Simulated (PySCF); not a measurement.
# The bond of TeC, level by level

What are the lowest state that PBE0 finds, the bond length, vibrational wavenumber and bond energy of TeC, and how much do these hang on the method?

The runs use PySCF 2.14.0; Te aug-cc-pVDZ-PP with ECP28, C aug-cc-pVDZ, scalar-relativistic core potentials.

**1. Set-up**

Settings of the job:

```
atoms                         : Te, C
charge                        : 0
basis                         : Te aug-cc-pVDZ-PP with ECP28, C aug-cc-pVDZ
Hamiltonian                   : scalar-relativistic core potentials
basis functions               : 55
electrons treated             : 30
masses in u                   : 129.9062, 12.0000
levels                        : PBE0, PBE, r²SCAN, r²SCAN0, r²SCANh, TPSS, LC-ωPBE, HF, MP2, SCS-MP2, CCSD, CCSD(T)
grid                          : 80 radial by 434 angular points
occupations                   : held fixed by the projection of orbital angular momentum
dissociation limit            : Te + C, each in its ground configuration
starting distance in angstrom : 2.030
values of 2S to try           : 0, 2, 4
```

Command:

```bash
$ OMP_NUM_THREADS=1 python dia.py task.json out
```

The runs that follow: The PBE0 curve of the state that the search chose; Other states along the same grid; PBE (GGA); r²SCAN (meta-GGA); r²SCAN0 (hybrid meta-GGA); r²SCANh; TPSS (meta-GGA); LC-ωPBE; RHF (mean field); Correlated methods on the Hartree–Fock reference.

Q: Predict the outcome of this session. Wanted: for each run, Re; ωe; De; μ.

**Answer**, as computed:

Lowest PBE0 solution found, without spin–orbit coupling: ¹Σ⁺ (singlet), closed shell. State 2 has its PBE0 minimum 2.10 eV higher. State 3 has its PBE0 minimum 3.46 eV higher. The other levels ran on the lowest alone.

| level | Re (Å) | ωe (cm⁻¹) | De (eV) | μ (D) |
| --- | --- | --- | --- | --- |
| RHF | 1.877 | 953 | 1.36 | -2.21 |
| RHF-MP2 | 1.906 | 896 | 4.76 | n/a |
| RHF-SCS-MP2 | 1.906 | 896 | 4.51 | n/a |
| RHF-CCSD | 1.906 | 882 | 4.05 | n/a |
| RHF-CCSD(T) | 1.928 | 824 | 4.53 | n/a |
| PBE | 1.919 | 841 | 5.31 | -2.53 |
| TPSS | 1.916 | 847 | 4.97 | -2.47 |
| r²SCAN | 1.906 | 870 | 4.70 | -2.51 |
| r²SCANh | 1.898 | 888 | 4.49 | -2.52 |
| PBE0 | 1.893 | 898 | 4.63 | -2.56 |
| r²SCAN0 | 1.887 | 912 | 4.18 | -2.53 |
| LC-ωPBE | 1.860 | 970 | 4.03 | -2.76 |

De is counted to Te + C in their ground configurations. A positive dipole means Te(−)C(+).

**Reading.** The methods spread over 0.068 Å in bond length, from LC-ωPBE to RHF-CCSD(T). Among the levels with a De in the table, it runs from 1.36 eV (RHF) to 5.31 eV (PBE). Between 2.24 and 2.39 Å the unrestricted PBE0 solution breaks spin symmetry (⟨S²⟩ = 0.84 at the latter), the first sign of the atoms' own spins.

Correlated steps freeze 5 core orbitals. These are scalar-relativistic numbers at best; spin–orbit coupling would shift them, the dissociation energy most. T1 is 0.032 near the minimum (highest on the curve 0.065), which may point to more than one leading configuration.
